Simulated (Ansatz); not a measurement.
# CH6BFOSi: the cost of one run

Program: Ansatz 0.2.0. Level of theory: RKS CAM-B3LYP-D4/6-31G*. These are calculated values, not measurements.

## Step 1: The starting structure

Bond lengths: B1–Si2 1.883 Å, Si2–F3 1.670 Å, Si2–O4 1.742 Å, O4–C5 1.387 Å, B1–H6 1.251 Å, B1–H7 1.177 Å, Si2–H8 1.450 Å, C5–H9 1.138 Å, C5–H10 1.102 Å, C5–H11 1.090 Å. Angles (14 of 16 angles, heavy atoms first): B1–Si2–F3 108.8°, B1–Si2–O4 109.6°, F3–Si2–O4 108.1°, Si2–O4–C5 109.1°, B1–Si2–H8 110.9°, F3–Si2–H8 107.5°, O4–Si2–H8 111.9°, Si2–B1–H6 120.6°, Si2–B1–H7 123.5°, O4–C5–H9 105.2°, O4–C5–H10 108.0°, O4–C5–H11 113.2°, H6–B1–H7 115.9°, H9–C5–H10 106.2°.

Coordinates:

```xyz
11

B    -1.4282    1.7481    0.3531
Si   -0.1989    0.5351   -0.3963
F     1.1414    1.3818   -0.9202
O     0.3184   -0.5980    0.8212
C     1.0180   -1.6296    0.2133
H    -1.9045    2.6791   -0.3342
H    -1.8018    1.6890    1.4675
H    -0.7702   -0.1326   -1.5492
H     1.3035   -2.3351    1.0589
H     1.9627   -1.2169   -0.1752
H     0.4250   -2.1778   -0.5185
```

## Step 2: End point A

Input file input.yaml:

```yaml
crystal:
  periodic: [false, false, false]
  atoms:
    - { symbol: B, position_ang: [-1.4282, 1.7481, 0.3531] }
    - { symbol: Si, position_ang: [-0.1989, 0.5351, -0.3963] }
    - { symbol: F, position_ang: [1.1414, 1.3818, -0.9202] }
    - { symbol: O, position_ang: [0.3184, -0.598, 0.8212] }
    - { symbol: C, position_ang: [1.018, -1.6296, 0.2133] }
    - { symbol: H, position_ang: [-1.9045, 2.6791, -0.3342] }
    - { symbol: H, position_ang: [-1.8018, 1.689, 1.4675] }
    - { symbol: H, position_ang: [-0.7702, -0.1326, -1.5492] }
    - { symbol: H, position_ang: [1.3035, -2.3351, 1.0589] }
    - { symbol: H, position_ang: [1.9627, -1.2169, -0.1752] }
    - { symbol: H, position_ang: [0.425, -2.1778, -0.5185] }
basis:
  gaussian: { orbitals: "6-31G*" }
hamiltonian:
  xc: cam_b3lyp
  dispersion: d4
relax:
  f_tol: 0.02
  max_steps: 50
```

Started as:

```bash
$ ansatz run input.yaml --threads 2 --pin off --max-ram 3072MiB --backend cpu --events-out ev --progress --plain --runs-dir out
```

**Question.** How long does this run take on 2 threads of Arm Neoverse V2, shared host, and how much memory does it need?

About 41 s, with a peak of 0.22 GiB.
